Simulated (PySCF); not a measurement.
# OZr: levels of theory, part 2 of 3

Aim: for OZr, compare levels of theory; the runs are relaxation and vibrations and intensities.

PySCF 2.14.0; relaxation, HF, def2-tzvpd, and further levels as typed in the inputs. Earlier steps stand in the parts before.

## 4. Relaxation: relaxation, pbe, def2-tzvpd

The input, run.py:

```python
from pyscf import gto, dft
from pyscf.geomopt.geometric_solver import optimize
mol = gto.M(atom="mol.xyz", basis="def2-tzvpd", verbose=4)
mol.set(ecp='def2-tzvpd').build()
mf = dft.RKS(mol, xc="pbe").density_fit().run(conv_tol=1e-9)
m = optimize(mf, maxsteps=60)
print("optimised structure (A):")
for k in range(m.natm): print(m.atom_symbol(k), *(f"{x:.8f}" for x in m.atom_coords(unit="A")[k]))
```

On the command line:

```console
$ python run.py
```

What it wrote:

```text
[INPUT] num. atoms = 2
[INPUT] num. electrons = 48
[INPUT] charge = 0
[INPUT] spin (= nelec alpha-beta = 2S) = 0
[INPUT] symmetry False subgroup None
[INPUT] Mole.unit = angstrom
[INPUT] Symbol           X                Y                Z      unit          X                Y                Z       unit  Magmom
[INPUT]  1 Zr     0.000000000000   0.000000000000   0.000000000000 AA    0.000000000000   0.000000000000   0.000000000000 Bohr   0.0
[INPUT]  2 O      0.000000000000   0.000000000000   1.710000000000 AA    0.000000000000   0.000000000000   3.231431673006 Bohr   0.0

nuclear repulsion = 99.0273143242105
number of shells = 28
number of NR pGTOs = 115
number of NR cGTOs = 80
basis = def2-tzvpd
ecp = {}

WARN: ECP not specified. The basis set def2-tzvpd include an ECP. Recommended ECP: def2-TZVPD.

******** <class 'pyscf.df.df_jk.DFRKS'> ********
method = DFRKS
initial guess = minao
damping factor = 0
level_shift factor = 0
DIIS = <class 'pyscf.scf.diis.CDIIS'>
diis_start_cycle = 1
diis_space = 8
diis_damp = 0
SCF conv_tol = 1e-09
SCF conv_tol_grad = None
SCF max_cycles = 50
direct_scf = False
XC library pyscf.dft.libxc version 7.0.0
    S. Lehtola, C. Steigemann, M. J.T. Oliveira, and M. A.L. Marques.,  SoftwareX 7, 1–5 (2018)
XC functionals = pbe
    J. P. Perdew, K. Burke, and M. Ernzerhof.,  Phys. Rev. Lett. 77, 3865 (1996)
    J. P. Perdew, K. Burke, and M. Ernzerhof.,  Phys. Rev. Lett. 78, 1396 (1997)
    J. P. Perdew, K. Burke, and M. Ernzerhof.,  Phys. Rev. Lett. 77, 3865 (1996)
    J. P. Perdew, K. Burke, and M. Ernzerhof.,  Phys. Rev. Lett. 78, 1396 (1997)
radial grids:
    Treutler-Ahlrichs [JCP 102, 346 (1995); DOI:10.1063/1.469408] (M4) radial grids

becke partition: Becke, JCP 88, 2547 (1988); DOI:10.1063/1.454033
pruning grids: <function nwchem_prune at 0xe399960000e0>
grids dens level: 3
symmetrized grids: False
atomic radii adjust function: <function treutler_atomic_radii_adjust at 0xe399960007c0>
small_rho_cutoff = 0
Set gradient conv threshold to 3.16228e-05
Initial guess from minao.
tot grids = 36472
init E= -116.886769127796

WARN: HOMO -0.488860955033 == LUMO -0.488860945442116

cycle= 1 E= -121.723091212903  delta_E= -4.84  |g|= 1.23  |ddm|= 5.04
  HOMO = -0.00340842325026358  LUMO = 0.0218383362649514  gap/eV = 0.68700
cycle= 2 E= -121.083988128241  delta_E= 0.639  |g|= 2.07  |ddm|= 4.25
  HOMO = -0.134436230487992  LUMO = -0.0809380270307243  gap/eV = 1.45576
cycle= 3 E= -122.034364252293  delta_E= -0.95  |g|= 0.911  |ddm|= 3.45
  HOMO = -0.165793265337694  LUMO = -0.141899713083566  gap/eV = 0.65018
cycle= 4 E= -122.130908204971  delta_E= -0.0965  |g|= 0.678  |ddm|= 0.976
  HOMO = -0.162221990738021  LUMO = -0.148367515981187  gap/eV = 0.37700
cycle= 5 E= -122.218737193133  delta_E= -0.0878  |g|= 0.0422  |ddm|= 0.397
  HOMO = -0.168615105520438  LUMO = -0.156640988525787  gap/eV = 0.32583
cycle= 6 E= -122.218763403319  delta_E= -2.62e-05  |g|= 0.0458  |ddm|= 0.111
  HOMO = -0.16873983672092  LUMO = -0.157873264227091  gap/eV = 0.29569
cycle= 7 E= -122.219277787533  delta_E= -0.000514  |g|= 0.00636  |ddm|= 0.049
  HOMO = -0.168847045596519  LUMO = -0.158010206638841  gap/eV = 0.29489
cycle= 8 E= -122.219285799939  delta_E= -8.01e-06  |g|= 0.00135  |ddm|= 0.00648
  HOMO = -0.168715289645766  LUMO = -0.157784301958678  gap/eV = 0.29745
cycle= 9 E= -122.21928623672  delta_E= -4.37e-07  |g|= 0.000325  |ddm|= 0.00212
  HOMO = -0.16870369374315  LUMO = -0.157764459510736  gap/eV = 0.29767
cycle= 10 E= -122.219286258774  delta_E= -2.21e-08  |g|= 1.28e-05  |ddm|= 0.000232
  HOMO = -0.168704475363329  LUMO = -0.157766010555887  gap/eV = 0.29765
cycle= 11 E= -122.219286258822  delta_E= -4.8e-11  |g|= 6.43e-06  |ddm|= 3.41e-05
  HOMO = -0.168704825980257  LUMO = -0.157766491095113  gap/eV = 0.29765
Extra cycle  E= -122.219286258611  delta_E= 2.11e-10  |g|= 3.31e-05  |ddm|= 2.29e-05
converged SCF energy = -122.219286258611
Create scanner for <class 'pyscf.df.grad.rks.Gradients'>
Create scanner for <class 'pyscf.df.df_jk.DFRKS'>

Geometry optimization cycle 1
Cartesian coordinates (Angstrom)
 Atom        New coordinates             dX        dY        dZ
  Zr   0.000000   0.000000   0.000000    0.000000  0.000000  0.000000
   O   0.000000   0.000000   1.710000    0.000000  0.000000  0.000000

WARN: Mole.unit (angstrom) is changed to Bohr

New geometry
   1 Zr     0.000000000000   0.000000000000   0.000000000000 AA    0.000000000000   0.000000000000   0.000000000000 Bohr
   2 O      0.000000000000   0.000000000000   1.710000000000 AA    0.000000000000   0.000000000000   3.231431673006 Bohr

******** <class 'pyscf.scf.hf.DFRKS_Scanner'> ********
method = DFRKS_Scanner
initial guess = minao
damping factor = 0
level_shift factor = 0
DIIS = <class 'pyscf.scf.diis.CDIIS'>
diis_start_cycle = 1
diis_space = 8
diis_damp = 0
SCF conv_tol = 1e-09
SCF conv_tol_grad = None
SCF max_cycles = 50
direct_scf = False
XC library pyscf.dft.libxc version 7.0.0
    S. Lehtola, C. Steigemann, M. J.T. Oliveira, and M. A.L. Marques.,  SoftwareX 7, 1–5 (2018)
XC functionals = pbe
    J. P. Perdew, K. Burke, and M. Ernzerhof.,  Phys. Rev. Lett. 77, 3865 (1996)
    J. P. Perdew, K. Burke, and M. Ernzerhof.,  Phys. Rev. Lett. 78, 1396 (1997)
    J. P. Perdew, K. Burke, and M. Ernzerhof.,  Phys. Rev. Lett. 77, 3865 (1996)
    J. P. Perdew, K. Burke, and M. Ernzerhof.,  Phys. Rev. Lett. 78, 1396 (1997)
radial grids:
    Treutler-Ahlrichs [JCP 102, 346 (1995); DOI:10.1063/1.469408] (M4) radial grids

becke partition: Becke, JCP 88, 2547 (1988); DOI:10.1063/1.454033
pruning grids: <function nwchem_prune at 0xe399960000e0>
grids dens level: 3
symmetrized grids: False
atomic radii adjust function: <function treutler_atomic_radii_adjust at 0xe399960007c0>
small_rho_cutoff = 0
Set gradient conv threshold to 3.16228e-05
tot grids = 36472
init E= -122.219286258611
  HOMO = -0.168702953521997  LUMO = -0.157763348673157  gap/eV = 0.29768
cycle= 1 E= -122.219286253531  delta_E= 5.08e-09  |g|= 0.000164  |ddm|= 0.000104
  HOMO = -0.168712505869879  LUMO = -0.157779947190206  gap/eV = 0.29749
cycle= 2 E= -122.21928613103  delta_E= 1.23e-07  |g|= 0.000804  |ddm|= 0.000505
  HOMO = -0.168704487918723  LUMO = -0.157765908015916  gap/eV = 0.29765
cycle= 3 E= -122.219286258831  delta_E= -1.28e-07  |g|= 1.71e-06  |ddm|= 0.000418
  HOMO = -0.1687045379996  LUMO = -0.15776605220354  gap/eV = 0.29765
cycle= 4 E= -122.219286258831  delta_E= -9.09e-13  |g|= 1.28e-07  |ddm|= 2.4e-06
  HOMO = -0.168704523116446  LUMO = -0.157766027758876  gap/eV = 0.29765
Extra cycle  E= -122.219286258831  delta_E= 4.55e-13  |g|= 6.6e-07  |ddm|= 5e-07
converged SCF energy = -122.219286258831

******** <class 'pyscf.grad.rhf.Gradients_Scanner'> for <class 'pyscf.scf.hf.DFRKS_Scanner'> ********
unit = Eh/Bohr
grid_response = False
--------------- DFRKS_Scanner gradients ---------------
         x                y                z
0 Zr    -0.0000000000    -0.0000000000     0.0139386377
1 O     0.0000000000     0.0000000000    -0.0139657896
----------------------------------------------
cycle 1: E = -122.219286259  dE = -122.219  norm(grad) = 0.0197314

Geometry optimization cycle 2
Cartesian coordinates (Angstrom)
 Atom        New coordinates             dX        dY        dZ
  Zr   0.000000   0.000000  -0.010347    0.000000  0.000000 -0.010347
   O  -0.000000  -0.000000   1.720922   -0.000000 -0.000000  0.010922
New geometry
   1 Zr     0.000000000000   0.000000000000  -0.010347218326 AA    0.000000000000   0.000000000000  -0.019553408787 Bohr
   2 O     -0.000000000000  -0.000000000000   1.720921944620 AA   -0.000000000000  -0.000000000000   3.252071157085 Bohr

******** <class 'pyscf.scf.hf.DFRKS_Scanner'> ********
method = DFRKS_Scanner
initial guess = minao
damping factor = 0
level_shift factor = 0
DIIS = <class 'pyscf.scf.diis.CDIIS'>
diis_start_cycle = 1
diis_space = 8
diis_damp = 0
SCF conv_tol = 1e-09
SCF conv_tol_grad = None
SCF max_cycles = 50
direct_scf = False
XC library pyscf.dft.libxc version 7.0.0
    S. Lehtola, C. Steigemann, M. J.T. Oliveira, and M. A.L. Marques.,  SoftwareX 7, 1–5 (2018)
XC functionals = pbe
    J. P. Perdew, K. Burke, and M. Ernzerhof.,  Phys. Rev. Lett. 77, 3865 (1996)
    J. P. Perdew, K. Burke, and M. Ernzerhof.,  Phys. Rev. Lett. 78, 1396 (1997)
    J. P. Perdew, K. Burke, and M. Ernzerhof.,  Phys. Rev. Lett. 77, 3865 (1996)
    J. P. Perdew, K. Burke, and M. Ernzerhof.,  Phys. Rev. Lett. 78, 1396 (1997)
radial grids:
    Treutler-Ahlrichs [JCP 102, 346 (1995); DOI:10.1063/1.469408] (M4) radial grids

becke partition: Becke, JCP 88, 2547 (1988); DOI:10.1063/1.454033
pruning grids: <function nwchem_prune at 0xe399960000e0>
grids dens level: 3
symmetrized grids: False
atomic radii adjust function: <function treutler_atomic_radii_adjust at 0xe399960007c0>
small_rho_cutoff = 0
Set gradient conv threshold to 3.16228e-05
tot grids = 36472
init E= -122.209767428703
  HOMO = -0.172076271659503  LUMO = -0.1619916994174  gap/eV = 0.27442
cycle= 1 E= -122.219172557726  delta_E= -0.00941  |g|= 0.0323  |ddm|= 0.0538
  HOMO = -0.170534782199287  LUMO = -0.159905591421955  gap/eV = 0.28924
cycle= 2 E= -122.214713433169  delta_E= 0.00446  |g|= 0.152  |ddm|= 0.118
  HOMO = -0.169246114612175  LUMO = -0.157969842604877  gap/eV = 0.30684
cycle= 3 E= -122.2193737712  delta_E= -0.00466  |g|= 0.0154  |ddm|= 0.0829
  HOMO = -0.169790808973515  LUMO = -0.15935001506036  gap/eV = 0.28411
cycle= 4 E= -122.219427796562  delta_E= -5.4e-05  |g|= 0.00207  |ddm|= 0.02
  HOMO = -0.169737322567848  LUMO = -0.159193140414809  gap/eV = 0.28692
cycle= 5 E= -122.219428742697  delta_E= -9.46e-07  |g|= 0.000223  |ddm|= 0.00211
  HOMO = -0.169775429990062  LUMO = -0.159254198092644  gap/eV = 0.28630
cycle= 6 E= -122.219428756708  delta_E= -1.4e-08  |g|= 4.32e-05  |ddm|= 0.000503
  HOMO = -0.169774786550877  LUMO = -0.159253271651024  gap/eV = 0.28631
cycle= 7 E= -122.219428757164  delta_E= -4.56e-10  |g|= 6.89e-06  |ddm|= 5.31e-05
  HOMO = -0.169774486835566  LUMO = -0.159252586546466  gap/eV = 0.28632
Extra cycle  E= -122.219428756965  delta_E= 1.99e-10  |g|= 3.24e-05  |ddm|= 2.57e-05
converged SCF energy = -122.219428756965

******** <class 'pyscf.grad.rhf.Gradients_Scanner'> for <class 'pyscf.scf.hf.DFRKS_Scanner'> ********
unit = Eh/Bohr
grid_response = False
--------------- DFRKS_Scanner gradients ---------------
         x                y                z
0 Zr    -0.0000000000     0.0000000000    -0.0065158457
1 O     0.0000000000    -0.0000000000     0.0064906402
----------------------------------------------
cycle 2: E = -122.219428757  dE = -0.000142498  norm(grad) = 0.00919699

Geometry optimization cycle 3
Cartesian coordinates (Angstrom)
 Atom        New coordinates             dX        dY        dZ
  Zr   0.000000   0.000000  -0.006784    0.000000 -0.000000  0.003563
   O  -0.000000  -0.000000   1.717723   -0.000000  0.000000 -0.003199
New geometry
   1 Zr     0.000000000000   0.000000000000  -0.006784452603 AA    0.000000000000   0.000000000000  -0.012820757324 Bohr
   2 O     -0.000000000000  -0.000000000000   1.717723108879 AA   -0.000000000000  -0.000000000000   3.246026233619 Bohr

******** <class 'pyscf.scf.hf.DFRKS_Scanner'> ********
method = DFRKS_Scanner
initial guess = minao
damping factor = 0
level_shift factor = 0
DIIS = <class 'pyscf.scf.diis.CDIIS'>
diis_start_cycle = 1
diis_space = 8
diis_damp = 0
SCF conv_tol = 1e-09
SCF conv_tol_grad = None
SCF max_cycles = 50
direct_scf = False
XC library pyscf.dft.libxc version 7.0.0
    S. Lehtola, C. Steigemann, M. J.T. Oliveira, and M. A.L. Marques.,  SoftwareX 7, 1–5 (2018)
XC functionals = pbe
    J. P. Perdew, K. Burke, and M. Ernzerhof.,  Phys. Rev. Lett. 77, 3865 (1996)
    J. P. Perdew, K. Burke, and M. Ernzerhof.,  Phys. Rev. Lett. 78, 1396 (1997)
    J. P. Perdew, K. Burke, and M. Ernzerhof.,  Phys. Rev. Lett. 77, 3865 (1996)
    J. P. Perdew, K. Burke, and M. Ernzerhof.,  Phys. Rev. Lett. 78, 1396 (1997)
radial grids:
    Treutler-Ahlrichs [JCP 102, 346 (1995); DOI:10.1063/1.469408] (M4) radial grids

becke partition: Becke, JCP 88, 2547 (1988); DOI:10.1063/1.454033
pruning grids: <function nwchem_prune at 0xe399960000e0>
grids dens level: 3
symmetrized grids: False
atomic radii adjust function: <function treutler_atomic_radii_adjust at 0xe399960007c0>
small_rho_cutoff = 0
Set gradient conv threshold to 3.16228e-05
tot grids = 36472
init E= -122.222607521332
  HOMO = -0.168684467228311  LUMO = -0.15787250470189  gap/eV = 0.29421
cycle= 1 E= -122.21944652557  delta_E= 0.00316  |g|= 0.0102  |ddm|= 0.0171
  HOMO = -0.169229834969945  LUMO = -0.158615877322415  gap/eV = 0.28882
cycle= 2 E= -122.219049289608  delta_E= 0.000397  |g|= 0.0453  |ddm|= 0.0365
  HOMO = -0.169606912995773  LUMO = -0.159191289787873  gap/eV = 0.28342
cycle= 3 E= -122.219466494703  delta_E= -0.000417  |g|= 0.00491  |ddm|= 0.0254
  HOMO = -0.169432833493011  LUMO = -0.15875309585048  gap/eV = 0.29061
cycle= 4 E= -122.219471937856  delta_E= -5.44e-06  |g|= 0.00053  |ddm|= 0.00625
  HOMO = -0.169449828447357  LUMO = -0.158801010560372  gap/eV = 0.28977
cycle= 5 E= -122.219472001844  delta_E= -6.4e-08  |g|= 6.83e-05  |ddm|= 0.000647
  HOMO = -0.16943804738674  LUMO = -0.158782192934901  gap/eV = 0.28996
cycle= 6 E= -122.219472003392  delta_E= -1.55e-09  |g|= 7.09e-06  |ddm|= 0.000155
  HOMO = -0.16943797600744  LUMO = -0.158782198487098  gap/eV = 0.28996
cycle= 7 E= -122.219472003399  delta_E= -7.02e-12  |g|= 2.42e-06  |ddm|= 1.19e-05
  HOMO = -0.16943799461741  LUMO = -0.158782321119004  gap/eV = 0.28996
Extra cycle  E= -122.219472003373  delta_E= 2.61e-11  |g|= 1.16e-05  |ddm|= 9.03e-06
converged SCF energy = -122.219472003373

******** <class 'pyscf.grad.rhf.Gradients_Scanner'> for <class 'pyscf.scf.hf.DFRKS_Scanner'> ********
unit = Eh/Bohr
grid_response = False
--------------- DFRKS_Scanner gradients ---------------
         x                y                z
0 Zr    -0.0000000000    -0.0000000000    -0.0002371068
1 O     0.0000000000     0.0000000000     0.0002107510
----------------------------------------------
cycle 3: E = -122.219472003  dE = -4.32464e-05  norm(grad) = 0.000317231

Geometry optimization cycle 4
Cartesian coordinates (Angstrom)
 Atom        New coordinates             dX        dY        dZ
  Zr   0.000000   0.000000  -0.006378    0.000000  0.000000  0.000407
   O  -0.000000  -0.000000   1.717888   -0.000000 -0.000000  0.000165
New geometry
   1 Zr     0.000000000000   0.000000000000  -0.006377546779 AA    0.000000000000   0.000000000000  -0.012051816759 Bohr
   2 O     -0.000000000000  -0.000000000000   1.717888070635 AA   -0.000000000000  -0.000000000000   3.246337966157 Bohr

******** <class 'pyscf.scf.hf.DFRKS_Scanner'> ********
method = DFRKS_Scanner
initial guess = minao
damping factor = 0
level_shift factor = 0
DIIS = <class 'pyscf.scf.diis.CDIIS'>
diis_start_cycle = 1
diis_space = 8
diis_damp = 0
SCF conv_tol = 1e-09
SCF conv_tol_grad = None
SCF max_cycles = 50
direct_scf = False
XC library pyscf.dft.libxc version 7.0.0
    S. Lehtola, C. Steigemann, M. J.T. Oliveira, and M. A.L. Marques.,  SoftwareX 7, 1–5 (2018)
XC functionals = pbe
    J. P. Perdew, K. Burke, and M. Ernzerhof.,  Phys. Rev. Lett. 77, 3865 (1996)
    J. P. Perdew, K. Burke, and M. Ernzerhof.,  Phys. Rev. Lett. 78, 1396 (1997)
    J. P. Perdew, K. Burke, and M. Ernzerhof.,  Phys. Rev. Lett. 77, 3865 (1996)
    J. P. Perdew, K. Burke, and M. Ernzerhof.,  Phys. Rev. Lett. 78, 1396 (1997)
radial grids:
    Treutler-Ahlrichs [JCP 102, 346 (1995); DOI:10.1063/1.469408] (M4) radial grids

becke partition: Becke, JCP 88, 2547 (1988); DOI:10.1063/1.454033
pruning grids: <function nwchem_prune at 0xe399960000e0>
grids dens level: 3
symmetrized grids: False
atomic radii adjust function: <function treutler_atomic_radii_adjust at 0xe399960007c0>
small_rho_cutoff = 0
Set gradient conv threshold to 3.16228e-05
tot grids = 36472
init E= -122.219584113014
  HOMO = -0.169399797558689  LUMO = -0.158734265284873  gap/eV = 0.29022
cycle= 1 E= -122.21947201444  delta_E= 0.000112  |g|= 0.000419  |ddm|= 0.000624
  HOMO = -0.169415114443362  LUMO = -0.158753842884189  gap/eV = 0.29011
cycle= 2 E= -122.21947127821  delta_E= 7.36e-07  |g|= 0.00195  |ddm|= 0.00148
  HOMO = -0.16943178539362  LUMO = -0.158779877121102  gap/eV = 0.28985
cycle= 3 E= -122.219472049419  delta_E= -7.71e-07  |g|= 0.000169  |ddm|= 0.00106
  HOMO = -0.169425738027578  LUMO = -0.158764400577984  gap/eV = 0.29011
cycle= 4 E= -122.219472056165  delta_E= -6.75e-09  |g|= 1.97e-05  |ddm|= 0.000228
  HOMO = -0.169426343831822  LUMO = -0.158766120871253  gap/eV = 0.29008
cycle= 5 E= -122.219472056253  delta_E= -8.79e-11  |g|= 2.23e-06  |ddm|= 2.31e-05
  HOMO = -0.169425594400893  LUMO = -0.158764848095402  gap/eV = 0.29009
Extra cycle  E= -122.219472056249  delta_E= 3.95e-12  |g|= 4.99e-06  |ddm|= 1.11e-05
converged SCF energy = -122.219472056249

******** <class 'pyscf.grad.rhf.Gradients_Scanner'> for <class 'pyscf.scf.hf.DFRKS_Scanner'> ********
unit = Eh/Bohr
grid_response = False
--------------- DFRKS_Scanner gradients ---------------
         x                y                z
0 Zr     0.0000000000     0.0000000000    -0.0000095000
1 O    -0.0000000000    -0.0000000000    -0.0000168888
----------------------------------------------
cycle 4: E = -122.219472056  dE = -5.2876e-08  norm(grad) = 1.93774e-05
optimised structure (A):
Zr 0.00000000 0.00000000 -0.00637755
O -0.00000000 -0.00000000 1.71788807
```

It took 14 s on 2 threads of Arm Neoverse N1, shared host.

(Continued in part 3 of 3.)
